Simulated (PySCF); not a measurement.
# HoCl3(NH3): other functionals and bases at one geometry

Aim: see how levels, charges and forces of HoCl3(NH3) depend on the level of theory. It is a constructed species; whether it can be made isn't addressed.

Method: several levels, as the steps say, no spin–orbit coupling; program: PySCF 2.14.0.

1 further run of the same task is left out (for a known fault of the program).

**1. Starting geometry**

8 atoms, charge 0, spin multiplicity 1.

Bond lengths: Ho1–Cl2 2.480 Å, Ho1–Cl3 2.480 Å, Ho1–Cl4 2.480 Å, Ho1–N5 2.439 Å, N5–H6 1.023 Å, N5–H7 1.023 Å, N5–H8 1.023 Å. Angles: Cl2–Ho1–Cl3 119.2°, Cl2–Ho1–Cl4 119.2°, Cl2–Ho1–N5 95.3°, Cl3–Ho1–Cl4 119.2°, Cl3–Ho1–N5 95.3°, Cl4–Ho1–N5 95.3°, Ho1–N5–H6 112.2°, Ho1–N5–H7 112.2°, Ho1–N5–H8 112.2°, H6–N5–H7 106.6°, H6–N5–H8 106.6°, H7–N5–H8 106.6°.

Coordinates:

```
Ho    0.0241   -0.0241    0.0241
Cl    1.1642    1.8599    1.1642
Cl   -1.8599   -1.1642    1.1642
Cl    1.1642   -1.1642   -1.8599
N    -1.3838    1.3838   -1.3838
H    -1.9932    1.9932   -0.8334
H    -0.8334    1.9932   -1.9932
H    -1.9932    0.8334   -1.9932
```

Formal oxidation states: Ho +3. Each metal's 10 4f electrons lie in its core potential, so multiplicities, spins and levels count the valence alone. An earlier session relaxed this geometry at PBE0, Ho lcecp-1-SVP with ECP56, Cl def2-SVP, N def2-SVP, H def2-SVP (singlet, point group C3v).

At PBE0 on the finer grid: E = -1474.143012 Eh, HOMO -8.42 eV, LUMO -1.06 eV, Mulliken charge on Ho1 +0.80 e, largest force component 0.005 eV/Å. 

Levels to run: PBE; M06-L; PBE0, TZVP. Hardware: 2 threads of Arm Neoverse V1, shared host.

**2. PBE**

run.py (the lines that set the calculation) reads:

```python
mol = gto.M(atom='''
Ho     0.02413    -0.02413     0.02413
Cl     1.16424     1.85987     1.16424
Cl    -1.85987    -1.16424     1.16424
Cl     1.16424    -1.16424    -1.85987
N     -1.38376     1.38376    -1.38376
H     -1.99318     1.99318    -0.83336
H     -0.83336     1.99318    -1.99318
H     -1.99318     0.83336    -1.99318''',
    basis={'Ho': 'lcecp-1-SVP', 'Cl': 'def2-SVP', 'N': 'def2-SVP', 'H': 'def2-SVP'},
    ecp={'Ho': 'lcecp-1-SVP'},
    charge=0, spin=0)
mf = dft.RKS(mol, xc='PBE')
mf.grids.atom_grid = (75, 302)  # f atoms: unpruned, at least (60, 302)
mf = mf.density_fit()  # fitting sets: Ho AutoAux, Cl def2-universal-JKFIT, N def2-universal-JKFIT, H def2-universal-JKFIT
mf.conv_tol = 1e-08; mf.max_cycle = 55
mf.kernel(dm0)  # dm0: the density of the relaxed state
```

Command:

```sh
$ OMP_NUM_THREADS=2 python run.py
```

**3. M06-L**

run.py (the lines that set the calculation): that of step 2 with these lines changed.

```diff
@@ -12,3 +12,3 @@
     charge=0, spin=0)
-mf = dft.RKS(mol, xc='PBE')
+mf = dft.RKS(mol, xc='M06L')
 mf.grids.atom_grid = (75, 302)  # f atoms: unpruned, at least (60, 302)
```

**4. PBE0, TZVP**

Basis: Ho lcecp-1-TZVP with ECP56, Cl def2-TZVP, N def2-TZVP, H def2-TZVP. 

run.py (the lines that set the calculation): that of step 3 with these lines changed.

```diff
@@ -9,6 +9,6 @@
 H     -1.99318     0.83336    -1.99318''',
-    basis={'Ho': 'lcecp-1-SVP', 'Cl': 'def2-SVP', 'N': 'def2-SVP', 'H': 'def2-SVP'},
-    ecp={'Ho': 'lcecp-1-SVP'},
+    basis={'Ho': 'lcecp-1-TZVP', 'Cl': 'def2-TZVP', 'N': 'def2-TZVP', 'H': 'def2-TZVP'},
+    ecp={'Ho': 'lcecp-1-TZVP'},
     charge=0, spin=0)
-mf = dft.RKS(mol, xc='M06L')
+mf = dft.RKS(mol, xc='PBE0')
 mf.grids.atom_grid = (75, 302)  # f atoms: unpruned, at least (60, 302)
@@ -16,2 +16,2 @@
 mf.conv_tol = 1e-08; mf.max_cycle = 55
-mf.kernel(dm0)  # dm0: the density of the relaxed state
+mf.kernel(dm0)  # dm0: free metal ions and neutral atoms
```

Before running it: what results should come out? Wanted: for each run, HOMO; gap; charge on Ho1; dipole; largest force.

As calculated:

| level | state | HOMO (eV) | gap (eV) | charge on Ho1 (e) | dipole (D) | largest force (eV/Å) | basis functions | time |
| --- | --- | --- | --- | --- | --- | --- | --- | --- |
| PBE0 (relaxed here) | singlet | -8.42 | 7.36 | 0.80 | 5.49 | 0.00 | 116 | 23 s |
| PBE | singlet | -7.00 | 5.26 | 0.60 | 5.44 | 0.22 | 116 | 7.7 s |
| M06-L | singlet | -7.34 | 6.22 | 1.04 | 5.36 | 0.13 | 116 | 11 s |
| PBE0, TZVP | singlet | -8.55 | 7.35 | 1.33 | 5.40 | 0.21 | 207 | 31 s |

Times are on 2 threads of Arm Neoverse V1, shared host; the first row also made further properties.

In one basis the HOMO–LUMO gap runs from 5.26 eV (PBE) to 7.36 eV (PBE0). The largest leftover force, 0.22 eV/Å with PBE, stands at a geometry relaxed at another level. The Mulliken charge on Ho spans +0.60 to +1.33 e over the levels. With 4f in the core, its levels are missing from HOMO and gap. Total energies of different levels can't be compared. Spin–orbit coupling is left out throughout.
